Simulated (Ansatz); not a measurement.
# Ga3Sb: a line through an energy map

How does the energy of Ga₃Sb (I4/mmm, No. 139; 4 atoms in the cell) vary with volume per atom, at c/a of the conventional cell = 1.783?

Computed with Ansatz 0.2.0 (DFT PBEsol+D3(BJ), scalar-relativistic, plane waves, PAW, unless a step's input says otherwise).

3 further runs of the same task are left out: 3 set aside as unsound or not needed.

## (1) The system as given

It takes space group I4/mmm (No. 139, tetragonal). Conventional cell: a = 4.186 Å, b = 4.186 Å, c = 8.952 Å, α = 90.00°, β = 90.00°, γ = 90.00°. Ga (site symmetry -4m2) has 8 Ga at 2.96 to 3.06 Å and 4 Sb at 3.06 Å as nearest neighbours. Around Ga (site symmetry 4/mmm) lie 4 Sb at 2.96 Å and 8 Ga at 3.06 Å. Sb (site symmetry 4/mmm) is surrounded by 12 Ga at 2.96 to 3.06 Å.

Structure file:

```
CELL_PARAMETERS angstrom
-2.09305 2.09305 4.47615
2.09305 -2.09305 4.47615
2.09305 2.09305 -4.47615
ATOMIC_POSITIONS crystal
Ga 0.75000 0.25000 0.50000
Ga 0.25000 0.75000 0.50000
Ga 0.50000 0.50000 0.00000
Sb 0.00000 0.00000 0.00000
```

It goes back to an entry of the Materials Project, which need not be the stable form.

It is the result of an earlier relaxation at this level (volume 19.61 Å³/atom; gap on the mesh: none (metal)).

## (2) The scan

The energy is mapped over volume and the cell's shape.

- volume per atom: 5 values from 18.04 to 21.18 Å³
- c/a of the conventional cell: 5 values from 1.783 to 2.565

Nothing else is relaxed (symmetry fixes all fractional coordinates). Energies count from the relaxed crystal. Points are written as (first, second).

## (3) Grid point (18.04 Å³, 1.783)

input.yaml

```yaml
crystal:
  lattice:
    - [-2.16298078, 2.16298078, 3.8561621346]
    - [2.16298078, -2.16298078, 3.8561621346]
    - [2.16298078, 2.16298078, -3.8561621346]
  atoms:
    - { symbol: Ga, position: [0.75, 0.25, 0.5] }
    - { symbol: Ga, position: [0.25, 0.75, 0.5] }
    - { symbol: Ga, position: [0.5, 0.5, 0.0] }
    - { symbol: Sb, position: [0.0, 0.0, 0.0] }
basis:
  ecutwfc: 420
kpoints:
  mp_grid: { grid: [14, 14, 14] }
hamiltonian:
  xc: pbesol
  pseudopotentials: { kind: paw, azcp: { folder: soft_1 } }
  dispersion: d3bj
scf:
  occupations: { method: gaussian, width: 0.15 }
output:
  forces: true
  stress: true
  eigenvalues: true
```

Started as:

```console
> ansatz run input.yaml --threads 2 --pin off --max-ram 4096MiB --backend cpu --events-out ev --progress --plain --runs-dir out
```

Log, shortened:

```text
Warning: <dir> the record states the generating functional pbe (its physics header spells it `PBE`), which answers neither for hamiltonian.xc's functional nor for the pbesol family's — results may be inconsistent (PPs are generated against a specific XC)
[...]
Warning: RAYON_NUM_THREADS=2 ignored (pool sized by the plan → 2); use --threads N
[...]
Pseudopotentials: kind: paw
Pseudopotential: Ga, paw, valence charge 13, recommended cutoff 420 eV (normal), <dir>
Pseudopotential: Sb, paw, valence charge 15, recommended cutoff 420 eV (normal), <dir>
Functional definition: PBEsol
[...]
Crystal: 4 atoms, lattice volume = 72.164 Å³
Basis set: ecut = 420 eV, 1413 PW (Γ), exchange–correlation on 72×72×72 points (8 copies of the dense FFT grid, shifted against one another)
Bands: 33, of which v1, the nominal top of the filled ones, is band 27 counted from 1 (26 counted from 0)
Symmetry: 16 space group operations
Space group: I4/mmm (ITA 139), of the structure as read, at distance tolerance 4.2e-5 Å
k-points: 244 of 2744
[...]
SCF iter   1: F=—  HF=-17639.042136 eV  |F-HF|=—  |Δ(HF+E_count)|=         —  Δρ=2.42e-2  dr2=6.03e-1  ethr=3.10e-3  ⟨swp⟩=6.2  Hψ=32961  notcnv=0  defer=2
[...]
SCF iter   8: F=-17638.828998 eV  HF=-17638.828998 eV  |F-HF|=3.13e-8  |Δ(HF+E_count)|=   2.19e-7  Δρ=6.28e-6  dr2=2.75e-8  ethr=1.85e-10  ⟨swp⟩=9.7  Hψ=43305  notcnv=0
[...]
SCF converged after 8 iterations
Free energy (F): -17638.828998 eV
[...]
E sigma→0 (E₀):  -17638.819874 eV
Entropy (-TS):   -0.018248 eV (-4.562 meV/atom)
Fermi energy:    12.615447 eV
[...]
--- Forces (eV/Å), atoms counted from 1 ---
  atom   1  Ga    -0.00000000    -0.00000000     0.00000000
  atom   2  Ga    -0.00000000     0.00000000     0.00000000
  atom   3  Ga    -0.00000000     0.00000000    -0.00000000
  atom   4  Sb    -0.00000000     0.00000000     0.00000000
[...]
--- Stress (GPa, compression-positive) ---
        6.502918       0.000000       0.000000
        0.000000       6.502918      -0.000000
        0.000000      -0.000000       6.480862
  P = ⅓ Tr σ = 6.4956 GPa (64.956 kbar)
--- Band table (eV; the first three rows and the last of 244) ---
[...]
```

Run time: 38 s. Hardware: 2 threads of Arm Neoverse N1, shared host; peak memory 0.64 GiB.

That is 26.7 meV/atom from the zero.

## (4) Variant: occupations.method methfessel_paxton, preconditioner kerker_dos, accuracy medium, ecutwfc left out

input.yaml: that of step 3 with these lines changed.

```diff
@@ -10,4 +10,2 @@
     - { symbol: Sb, position: [0.0, 0.0, 0.0] }
-basis:
-  ecutwfc: 420
 kpoints:
@@ -19,6 +17,8 @@
 scf:
-  occupations: { method: gaussian, width: 0.15 }
+  occupations: { method: methfessel_paxton, width: 0.15 }
+  mixing: { preconditioner: kerker_dos }
 output:
   forces: true
+  eigenvalues: true
   stress: true
-  eigenvalues: true
+accuracy: medium
```

Started as:

```console
> ansatz run input.yaml --threads 2 --pin off --max-ram 4096MiB --backend cpu --events-out ev --progress --plain --runs-dir out
```

Log, shortened:

```text
Warning: <dir> the record states the generating functional pbe (its physics header spells it `PBE`), which answers neither for hamiltonian.xc's functional nor for the pbesol family's — results may be inconsistent (PPs are generated against a specific XC)
[...]
Warning: RAYON_NUM_THREADS=2 ignored (pool sized by the plan → 2); use --threads N
[...]
[... 4 set-up lines as earlier in the session ...]
[...]
Crystal: 4 atoms, lattice volume = 72.164 Å³
Basis set: ecut = 420 eV, 1413 PW (Γ), exchange–correlation on 72×72×72 points (8 copies of the dense FFT grid, shifted against one another)
Bands: 33, of which v1, the nominal top of the filled ones, is band 27 counted from 1 (26 counted from 0)
[... 2 set-up lines as earlier in the session ...]
k-points: 244 of 2744
[...]
SCF iter   7: F=-17638.819859 eV  HF=-17638.819859 eV  |F-HF|=4.35e-8  |Δ(HF+E_count)|=   5.27e-8  S|Δr|=    0.00e0  Δρ=9.83e-6  dr2=4.33e-8  ethr=1.85e-10  ⟨swp⟩=9.7  Hψ=43608  notcnv=0
[...]
SCF converged after 7 iterations
Stability not checked: this state was not tested for a lower state beside it, because cold or Methfessel-Paxton smearing, or corrected tetrahedra, fill the levels in a way that the test cannot read (fill_not_monotonic; see scf.lower_state_search)
Free energy (F): -17638.819859 eV
[...]
E sigma→0 (E₀):  -17638.819680 eV
Entropy (-TS):   -0.000716 eV (-0.179 meV/atom)
Fermi energy:    12.611415 eV
[...]
--- Forces (eV/Å), atoms counted from 1 ---
  atom   1  Ga     0.00000000    -0.00000000     0.00000000
  atom   2  Ga    -0.00000000    -0.00000000     0.00000000
  atom   3  Ga    -0.00000000     0.00000000     0.00000000
  atom   4  Sb    -0.00000000     0.00000000     0.00000000
[...]
--- Stress (GPa, compression-positive) ---
        6.457120       0.000000       0.000000
        0.000000       6.457120      -0.000000
        0.000000       0.000000       6.612157
  P = ⅓ Tr σ = 6.5088 GPa (65.088 kbar)
--- Band table (eV; the first three rows and the last of 244) ---
[...]
```

Wall time 34 s (2 threads of Arm Neoverse N1, shared host); peak memory 0.65 GiB.

```csv
run,ending,energy change,pressure (GPa),gap (eV),force (eV/Å),cycles,time
step 3,converged,0,6.5,0.00,0.00,8,38 s
variant,converged,0.0 meV/atom (σ→0),6.5,0.00,0.00,7,34 s
```

Changing the smearing and mixing hardly moves the energy: 0.0 meV/atom. Cost: 7 SCF cycles against 8.

## (5) Point (18.82 Å³, 1.783)

input.yaml: that of step 3 with these lines changed.

```diff
@@ -2,5 +2,5 @@
   lattice:
-    - [-2.16298078, 2.16298078, 3.8561621346]
-    - [2.16298078, -2.16298078, 3.8561621346]
-    - [2.16298078, 2.16298078, -3.8561621346]
+    - [-2.1938694799, 2.1938694799, 3.9112305088]
+    - [2.1938694799, -2.1938694799, 3.9112305088]
+    - [2.1938694799, 2.1938694799, -3.9112305088]
   atoms:
```

Started as:

```console
> ansatz run input.yaml --threads 2 --pin off --max-ram 4096MiB --backend cpu --events-out ev --progress --plain --runs-dir out
```

Log, shortened:

```text
Warning: <dir> the record states the generating functional pbe (its physics header spells it `PBE`), which answers neither for hamiltonian.xc's functional nor for the pbesol family's — results may be inconsistent (PPs are generated against a specific XC)
[...]
Warning: RAYON_NUM_THREADS=2 ignored (pool sized by the plan → 2); use --threads N
[...]
[... 4 set-up lines as earlier in the session ...]
[...]
Crystal: 4 atoms, lattice volume = 75.300 Å³
Basis set: ecut = 420 eV, 1485 PW (Γ), exchange–correlation on 72×72×72 points (8 copies of the dense FFT grid, shifted against one another)
Bands: 33, of which v1, the nominal top of the filled ones, is band 27 counted from 1 (26 counted from 0)
[... 2 set-up lines as earlier in the session ...]
k-points: 244 of 2744
[...]
SCF iter   1: F=—  HF=-17639.133462 eV  |F-HF|=—  |Δ(HF+E_count)|=         —  Δρ=2.33e-2  dr2=6.00e-1  ethr=3.10e-3  ⟨swp⟩=6.2  Hψ=33878  notcnv=0  defer=4
[...]
SCF iter   9: F=-17638.919608 eV  HF=-17638.919608 eV  |F-HF|=2.81e-8  |Δ(HF+E_count)|=   3.52e-7  Δρ=5.48e-6  dr2=2.99e-8  ethr=1.85e-10  ⟨swp⟩=7.7  Hψ=41705  notcnv=0
[...]
SCF converged after 9 iterations
Free energy (F): -17638.919608 eV
[...]
E sigma→0 (E₀):  -17638.910728 eV
Entropy (-TS):   -0.017760 eV (-4.440 meV/atom)
Fermi energy:    11.921077 eV
[...]
--- Forces (eV/Å), atoms counted from 1 ---
  atom   1  Ga     0.00000000     0.00000000     0.00000000
  atom   2  Ga     0.00000000     0.00000000     0.00000000
  atom   3  Ga     0.00000000     0.00000000    -0.00000000
  atom   4  Sb    -0.00000000     0.00000000     0.00000000
[...]
--- Stress (GPa, compression-positive) ---
        2.827042      -0.000000      -0.000000
       -0.000000       2.827042      -0.000000
        0.000000       0.000000       3.052417
  P = ⅓ Tr σ = 2.9022 GPa (29.022 kbar)
--- Band table (eV; the first three rows and the last of 244) ---
[...]
```

Wall time 39 s (2 threads of Arm Neoverse N1, shared host); peak memory 0.67 GiB.

Energy on the map's scale: 4.1 meV/atom.

## (6) Point (19.61 Å³, 1.783)

input.yaml: that of step 5 with these lines changed.

```diff
@@ -2,5 +2,5 @@
   lattice:
-    - [-2.1938694799, 2.1938694799, 3.9112305088]
-    - [2.1938694799, -2.1938694799, 3.9112305088]
-    - [2.1938694799, 2.1938694799, -3.9112305088]
+    - [-2.2239238256, 2.2239238256, 3.9648113962]
+    - [2.2239238256, -2.2239238256, 3.9648113962]
+    - [2.2239238256, 2.2239238256, -3.9648113962]
   atoms:
```

Started as:

```console
> ansatz run input.yaml --threads 2 --pin off --max-ram 4096MiB --backend cpu --events-out ev --progress --plain --runs-dir out
```

Log, shortened:

```text
Warning: <dir> the record states the generating functional pbe (its physics header spells it `PBE`), which answers neither for hamiltonian.xc's functional nor for the pbesol family's — results may be inconsistent (PPs are generated against a specific XC)
[...]
Warning: RAYON_NUM_THREADS=2 ignored (pool sized by the plan → 2); use --threads N
[...]
[... 4 set-up lines as earlier in the session ...]
[...]
Crystal: 4 atoms, lattice volume = 78.437 Å³
Basis set: ecut = 420 eV, 1565 PW (Γ), exchange–correlation on 72×72×72 points (8 copies of the dense FFT grid, shifted against one another)
Bands: 33, of which v1, the nominal top of the filled ones, is band 27 counted from 1 (26 counted from 0)
[... 1 set-up line as earlier in the session ...]
Space group: I4/mmm (ITA 139), of the structure as read, at distance tolerance 4.3e-5 Å
k-points: 244 of 2744
[...]
SCF iter   1: F=—  HF=-17639.160648 eV  |F-HF|=—  |Δ(HF+E_count)|=         —  Δρ=2.24e-2  dr2=5.96e-1  ethr=3.10e-3  ⟨swp⟩=6.1  Hψ=34582  notcnv=0  defer=4
[...]
SCF iter   9: F=-17638.947497 eV  HF=-17638.947497 eV  |F-HF|=2.89e-8  |Δ(HF+E_count)|=   2.87e-7  Δρ=5.92e-6  dr2=4.26e-8  ethr=1.85e-10  ⟨swp⟩=9.6  Hψ=41109  notcnv=0
[...]
SCF converged after 9 iterations
Free energy (F): -17638.947497 eV
[...]
E sigma→0 (E₀):  -17638.938874 eV
Entropy (-TS):   -0.017247 eV (-4.312 meV/atom)
Fermi energy:    11.283423 eV
[...]
--- Forces (eV/Å), atoms counted from 1 ---
  atom   1  Ga     0.00000000     0.00000000     0.00000000
  atom   2  Ga     0.00000000     0.00000000     0.00000000
  atom   3  Ga     0.00000000     0.00000000    -0.00000000
  atom   4  Sb     0.00000000     0.00000000     0.00000000
[...]
--- Stress (GPa, compression-positive) ---
       -0.077644       0.000000      -0.000000
        0.000000      -0.077644      -0.000000
        0.000000       0.000000       0.321610
  P = ⅓ Tr σ = 0.0554 GPa (0.554 kbar)
--- Band table (eV; the first three rows and the last of 244) ---
[...]
```

It took 42 s on 2 threads of Arm Neoverse N1, shared host; peak memory 0.68 GiB.

That is −2.9 meV/atom from the zero.

## (7) Point (20.39 Å³, 1.783)

input.yaml: that of step 6 with these lines changed.

```diff
@@ -2,5 +2,5 @@
   lattice:
-    - [-2.2239238256, 2.2239238256, 3.9648113962]
-    - [2.2239238256, -2.2239238256, 3.9648113962]
-    - [2.2239238256, 2.2239238256, -3.9648113962]
+    - [-2.2532009717, 2.2532009717, 4.0170066923]
+    - [2.2532009717, -2.2532009717, 4.0170066923]
+    - [2.2532009717, 2.2532009717, -4.0170066923]
   atoms:
```

Started as:

```console
> ansatz run input.yaml --threads 2 --pin off --max-ram 4096MiB --backend cpu --events-out ev --progress --plain --runs-dir out
```

Log, shortened:

```text
Warning: <dir> the record states the generating functional pbe (its physics header spells it `PBE`), which answers neither for hamiltonian.xc's functional nor for the pbesol family's — results may be inconsistent (PPs are generated against a specific XC)
[...]
Warning: RAYON_NUM_THREADS=2 ignored (pool sized by the plan → 2); use --threads N
[...]
[... 4 set-up lines as earlier in the session ...]
[...]
Crystal: 4 atoms, lattice volume = 81.576 Å³
Basis set: ecut = 420 eV, 1621 PW (Γ), exchange–correlation on 72×72×72 points (8 copies of the dense FFT grid, shifted against one another)
Bands: 33, of which v1, the nominal top of the filled ones, is band 27 counted from 1 (26 counted from 0)
[... 2 set-up lines as earlier in the session ...]
k-points: 244 of 2744
[...]
SCF iter   1: F=—  HF=-17639.136808 eV  |F-HF|=—  |Δ(HF+E_count)|=         —  Δρ=2.17e-2  dr2=5.91e-1  ethr=3.10e-3  ⟨swp⟩=6.1  Hψ=34788  notcnv=0  defer=3
[...]
SCF iter   9: F=-17638.925603 eV  HF=-17638.925603 eV  |F-HF|=3.37e-8  |Δ(HF+E_count)|=   2.69e-7  Δρ=6.03e-6  dr2=4.49e-8  ethr=1.85e-10  ⟨swp⟩=9.6  Hψ=40417  notcnv=0
[...]
SCF converged after 9 iterations
Free energy (F): -17638.925603 eV
[...]
E sigma→0 (E₀):  -17638.917213 eV
Entropy (-TS):   -0.016779 eV (-4.195 meV/atom)
Fermi energy:    10.696183 eV
[...]
--- Forces (eV/Å), atoms counted from 1 ---
  atom   1  Ga    -0.00000000    -0.00000000     0.00000000
  atom   2  Ga    -0.00000000    -0.00000000     0.00000000
  atom   3  Ga     0.00000000     0.00000000     0.00000000
  atom   4  Sb     0.00000000     0.00000000    -0.00000000
[...]
--- Stress (GPa, compression-positive) ---
       -2.379275       0.000000       0.000000
        0.000000      -2.379275       0.000000
        0.000000       0.000000      -1.856230
  P = ⅓ Tr σ = -2.2049 GPa (-22.049 kbar)
--- Band table (eV; the first three rows and the last of 244) ---
[...]
```

Run time: 41 s. Hardware: 2 threads of Arm Neoverse N1, shared host; peak memory 0.69 GiB.

On the map this point reads 2.6 meV/atom.

## (8) The run at (21.18 Å³, 1.783)

input.yaml: that of step 7 with these lines changed.

```diff
@@ -2,5 +2,5 @@
   lattice:
-    - [-2.2532009717, 2.2532009717, 4.0170066923]
-    - [2.2532009717, -2.2532009717, 4.0170066923]
-    - [2.2532009717, 2.2532009717, -4.0170066923]
+    - [-2.2817117184, 2.2817117184, 4.0678356516]
+    - [2.2817117184, -2.2817117184, 4.0678356516]
+    - [2.2817117184, 2.2817117184, -4.0678356516]
   atoms:
```

Started as:

```console
> ansatz run input.yaml --threads 2 --pin off --max-ram 4096MiB --backend cpu --events-out ev --progress --plain --runs-dir out
```

Log, shortened:

```text
Warning: <dir> the record states the generating functional pbe (its physics header spells it `PBE`), which answers neither for hamiltonian.xc's functional nor for the pbesol family's — results may be inconsistent (PPs are generated against a specific XC)
[...]
Warning: RAYON_NUM_THREADS=2 ignored (pool sized by the plan → 2); use --threads N
[...]
[... 4 set-up lines as earlier in the session ...]
[...]
Crystal: 4 atoms, lattice volume = 84.712 Å³
Basis set: ecut = 420 eV, 1669 PW (Γ), exchange–correlation on 72×72×72 points (8 copies of the dense FFT grid, shifted against one another)
Bands: 33, of which v1, the nominal top of the filled ones, is band 27 counted from 1 (26 counted from 0)
[... 1 set-up line as earlier in the session ...]
Space group: I4/mmm (ITA 139), of the structure as read, at distance tolerance 4.4e-5 Å
k-points: 244 of 2744
[...]
SCF iter   1: F=—  HF=-17639.072630 eV  |F-HF|=—  |Δ(HF+E_count)|=         —  Δρ=2.09e-2  dr2=5.84e-1  ethr=3.10e-3  ⟨swp⟩=6.1  Hψ=34697  notcnv=0  defer=2
[...]
SCF iter   9: F=-17638.864245 eV  HF=-17638.864245 eV  |F-HF|=2.91e-8  |Δ(HF+E_count)|=   9.39e-8  Δρ=4.52e-6  dr2=2.84e-8  ethr=1.85e-10  ⟨swp⟩=5.0  Hψ=30751  notcnv=0
[...]
SCF converged after 9 iterations
Free energy (F): -17638.864245 eV
[...]
E sigma→0 (E₀):  -17638.855972 eV
Entropy (-TS):   -0.016546 eV (-4.136 meV/atom)
Fermi energy:    10.153783 eV
[...]
--- Forces (eV/Å), atoms counted from 1 ---
  atom   1  Ga     0.00000000     0.00000000     0.00000000
  atom   2  Ga     0.00000000     0.00000000     0.00000000
  atom   3  Ga    -0.00000000     0.00000000    -0.00000000
  atom   4  Sb    -0.00000000     0.00000000    -0.00000000
[...]
--- Stress (GPa, compression-positive) ---
       -4.203269       0.000000       0.000000
        0.000000      -4.203269       0.000000
        0.000000       0.000000      -3.580411
  P = ⅓ Tr σ = -3.9956 GPa (-39.956 kbar)
--- Band table (eV; the first three rows and the last of 244) ---
[...]
```

Wall time 45 s (2 threads of Arm Neoverse N1, shared host); peak memory 0.7 GiB.

Energy on the map's scale: 17.9 meV/atom.

## (9) The line in numbers

```
volume per atom (Å³)  step  energy (meV/atom)  slope (meV/atom per Å³)  pressure (GPa)
               18.04     3               26.7                      −41             6.5
               18.82     5                4.1                      −18             2.9
               19.61     6               −2.9                        0             0.1
               20.39     7                2.6                       14            −2.2
               21.18     8               17.9                       25            −4.0
```

Energies count from the relaxed crystal. Slopes come from the forces (and the stress, where the cell changes), not from differences of energies.

```csv
run,outcome
"step 4, run with occupations.method methfessel_paxton, preconditioner kerker_dos, accuracy medium, ecutwfc left out (against step 3)",0.0 meV/atom
```

What this shows: Along the line the energy is lowest at 19.61 Å³, −2.9 meV/atom from the zero. The highest point computed, at 18.04 Å³, lies 29.6 meV/atom above the lowest. This is one cut through a surface in two coordinates; it holds the lowest point sampled, which need not be a minimum. Spin-orbit coupling is left out for Sb.
